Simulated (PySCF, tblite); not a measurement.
**C7H2F2N radical: geometry, infrared bands and EPR parameters**

Wanted: the infrared bands and EPR parameters of C7H2F2N radical (`[H]/[C]=C1\C(C#N)=CC(F)=C1F`), by calculation.

Programs: tblite 0.8.0 and PySCF 2.14.0, with density-fitted response routines of our own. Each step states its level of theory. These are calculated values for one molecule in the gas phase, unless marked as measured. Atoms are numbered from 0 throughout.

### Step 1. Starting geometry

12 atoms, charge 0, multiplicity 2; geometry from: force field or distance geometry start.

Bonds of the start (Å): C0–C1 1.32, C1–C2 1.45, C2–C3 1.44, C3–N4 1.17, C2–C5 1.35, C5–C6 1.47, C6–F7 1.37, C6–C8 1.33, C8–F9 1.35, C8–C1 1.46, C0–H10 1.07, C5–H11 1.07.

### Step 2. Optimising the geometry with GFN2-xTB

The job: settings as JSON, then the geometry in Å.

```
{"job": {"kind": "relax", "xc": "GFN2-xTB", "basis": "xTB"}, "charge": 0, "multiplicity": 2}
C      0.181600     0.822200     2.032600
C      0.212100     0.453400     0.760700
C     -0.590000    -0.518000     0.048600
C     -1.673700    -1.266500     0.626500
N     -2.524100    -1.899500     1.117200
C     -0.204200    -0.581000    -1.238500
C      0.910700     0.357100    -1.393900
F      1.569000     0.546000    -2.579600
C      1.167200     0.956100    -0.228800
F      2.116600     1.889400     0.017300
H     -0.509400     0.463000     2.771200
H     -0.654600    -1.222900    -1.959200
```

Run with:

```
> OMP_NUM_THREADS=1 python probes_run.py task.json out
```

This one command runs all jobs of the session in turn.

**Question.** This job is followed by: GFN2-xTB harmonic vibrations, gas phase; UKS B3LYP, pcH-1 on C F H N, non-relativistic, mean-field spin-orbit, GIAO. What will the session give for the following? strongest single infrared mode (GFN2-xTB); zero-point energy (GFN2-xTB); g(iso) (B3LYP); ⟨S²⟩; largest a(iso); surface potential, 1st and 99th percentile.

**Answer**, as computed:

| quantity | value |
| --- | --- |
| strongest single infrared mode (GFN2-xTB) | 2348 cm⁻¹, 195 km/mol |
| zero-point energy (GFN2-xTB) | 40.7 kcal/mol |
| g(iso) (B3LYP) | 2.00219 |
| ⟨S²⟩ | 0.765 (exact 0.75) |
| largest a(iso) | 13C on C0, 299.5 MHz |
| surface potential, 1st and 99th percentile | -1.59 V and 1.81 V |

In words: Over 36 steps the energy fell by 0.265 eV; of the close pairs, C1–C2 changed most, 1.447 to 1.504 Å. All 30 modes are real, so the xTB geometry is a minimum. The strongest single mode, at 2348 cm⁻¹, moves mainly C3 and N4. Unscaled tight-binding wavenumbers are off by several per cent, some by more. Its intensities can rank the bands wrongly. C0 carries the largest spin population, 1.08 e. The isotropic g lies 0.1 ppt below the free-electron value.
